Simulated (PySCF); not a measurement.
The system is NNaH2, in a box.

```
N Na H
1.0
    12.00000    0.00000    0.00000
     0.00000   11.00000    0.00000
     0.00000    0.00000   11.00000
N Na H
1 1 2
Direct
  0.46051 0.50095 0.49600
  0.61007 0.48528 0.58250
  0.39173 0.45449 0.51237
  0.44448 0.55430 0.41519
```

The cell isn't the ideal one: atoms moved at random, drawn with an rms of 0.05 Å.

Base run:

```yaml
Program: PySCF 2.14.0
Functional: HLE16
Potentials_or_basis: cc-pvdz (all-electron)
k_mesh: 1 × 1 × 1
Occupations: fixed
Spin: no spin polarisation
```

Its results: gap between the frontier levels 1.25 eV.

The run is repeated on the same cell with these changes: functional from HLE16 to rSCAN. What comes out?

Gap between the frontier levels 1.47 eV.

Caveats: this is a molecule in a periodic box at the Γ point, so its band gap is the HOMO-LUMO gap; the basis of atomic orbitals isn't converged, which shifts pressures, moduli and gaps.

